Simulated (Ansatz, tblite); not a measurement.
# (F)3Sn-S-SiH3 (F₃H₃SSiSn): one state, many levels

An exercise on one series of results from a longer session: the logs are not shown, and one member is left open.

Program: Ansatz 0.2.0, Gaussian basis. Level of theory: as each input shows. These are calculated values, not measurements.

Plan: GFN1-xTB, GFN2-xTB, PBE-D4/def2-TZVP, r2SCAN-D4/def2-TZVP, B2PLYP/def2-TZVP, B3LYP-D4/def2-TZVP, BLYP-D4/def2-TZVP, PBE-D4/def2-SVP, PBE0-D4/def2-SVP, CCSD(T)/def2-SVP, MP2/def2-TZVP, RPA/def2-TZVP.

3 further runs of the same task are left out: 3 set aside as unsound or not needed.

## The geometry

The geometry is that of the singlet, from an earlier relaxation (PBE-D4/def2-SVP).

9 atoms, charge 0, spin multiplicity 1.

Bond lengths: Sn1–F2 1.951 Å, Sn1–F3 1.939 Å, Sn1–F4 1.939 Å, Sn1–S5 2.392 Å, S5–Si6 2.203 Å, Si6–H7 1.497 Å, Si6–H8 1.497 Å, Si6–H9 1.500 Å. Angles: F2–Sn1–F3 107.0°, F2–Sn1–F4 106.6°, F2–Sn1–S5 105.8°, F3–Sn1–F4 104.4°, F3–Sn1–S5 116.1°, F4–Sn1–S5 116.2°, Sn1–S5–Si6 96.9°, S5–Si6–H7 111.3°, S5–Si6–H8 111.1°, S5–Si6–H9 100.9°, H7–Si6–H8 111.7°, H7–Si6–H9 110.7°, H8–Si6–H9 110.7°.

Geometry (Å):

```mol
F3H3SSiSn
  3D, bonds by distance, orders not assigned

  9  8  0  0  0  0  0  0  0  0999 V2000
    1.5046   -0.1497    0.7446 Sn  0  0
    1.1549   -1.3120   -0.7822 F   0  0
    3.1634    0.7844    0.3789 F   0  0
    1.9239   -1.3102    2.2401 F   0  0
   -0.4435    1.2172    0.9841 S   0  0
   -1.6091    0.3058   -0.6483 Si  0  0
   -0.9510    0.5260   -1.9744 H   0  0
   -1.8563   -1.1477   -0.3888 H   0  0
   -2.8869    1.0861   -0.5540 H   0  0
  1  2  8  0
  1  3  8  0
  1  4  8  0
  1  5  8  0
  5  6  8  0
  6  7  8  0
  6  8  8  0
  6  9  8  0
M  END
```

Sn takes a core potential in the def2 sets. No spin-orbit coupling is included.

PBE0-D4/def2-TZVP was run before; its log isn't repeated, and its numbers join the tables.

Set-up of the first run:

Tight binding, by tblite at 300 K electronic temperature and without a spin-polarisation term:

```python
tblite.interface.Calculator('GFN1-xTB', numbers, positions, charge=0, uhf=0).singlepoint()
```

Tight binding, by tblite at 300 K electronic temperature and without a spin-polarisation term:

```python
tblite.interface.Calculator('GFN2-xTB', numbers, positions, charge=0, uhf=0).singlepoint()
```

start.molden holds the orbitals of an earlier run on this state, given as this run's starting guess.

Input file in.yaml:

```yaml
crystal:
  periodic: [false, false, false]
  atoms:
    - {symbol: Sn, position_ang: [1.504550, -0.149690, 0.744603]}
    - {symbol: F, position_ang: [1.154942, -1.312014, -0.782249]}
    - {symbol: F, position_ang: [3.163432, 0.784439, 0.378893]}
    - {symbol: F, position_ang: [1.923861, -1.310163, 2.240126]}
    - {symbol: S, position_ang: [-0.443468, 1.217238, 0.984064]}
    - {symbol: Si, position_ang: [-1.609110, 0.305768, -0.648273]}
    - {symbol: H, position_ang: [-0.951021, 0.525975, -1.974422]}
    - {symbol: H, position_ang: [-1.856285, -1.147671, -0.388764]}
    - {symbol: H, position_ang: [-2.886891, 1.086118, -0.553986]}
basis:
  gaussian: {orbitals: def2-TZVP, initial_orbitals: start.molden}
hamiltonian: {xc: pbe, dispersion: d4}
scf: {omitted_lower_state_checks: [starts]}
output: {orbitals: {seedname: orbitals}}
```

Launch:

```sh
$ ansatz run in.yaml --threads 2 --pin off --events-out ev --progress --plain --max-ram 32768MiB --backend cpu
```

Steps of the session up to this table: PBE-D4/def2-TZVP; r2SCAN-D4/def2-TZVP; B2PLYP/def2-TZVP; B3LYP-D4/def2-TZVP; BLYP-D4/def2-TZVP; PBE-D4/def2-SVP; PBE0-D4/def2-SVP; CCSD(T)/def2-SVP; MP2/def2-TZVP; RPA/def2-TZVP.

One table of the session follows, with a row left open; its other results are not shown here.

```
             method  binding an atom (eV)
        HF/def2-SVP                 2.184
       HF/def2-TZVP                 2.258
    PBE-D4/def2-SVP                 3.312
   PBE-D4/def2-TZVP                 3.353
  BLYP-D4/def2-TZVP                 3.299
r2SCAN-D4/def2-TZVP                 3.307
 B3LYP-D4/def2-TZVP                     ?
   PBE0-D4/def2-SVP                 3.175
  PBE0-D4/def2-TZVP                 3.235
       MP2/def2-SVP                 3.103
      MP2/def2-TZVP                 3.252
      CCSD/def2-SVP                 2.956
   CCSD(T)/def2-SVP                 2.999
```

Estimate the missing values for B3LYP-D4/def2-TZVP.

The run gave: binding an atom (eV): 3.257. In the column «binding an atom (eV)» it lies between MP2/def2-TZVP (3.252) and BLYP-D4/def2-TZVP (3.299).

Some runs used a GPU and others CPU threads alone, so the times don't compare the methods' cost.

Caveats from the session: Free atoms were run apart at each level; binding is atoms less cluster, divided by the number of atoms, without zero-point or spin-orbit terms. The yardstick is in a double-zeta basis, so levels in larger sets aren't compared like for like. CCSD(T)/def2-SVP isn't at the basis-set limit; small misses against it rank nothing.
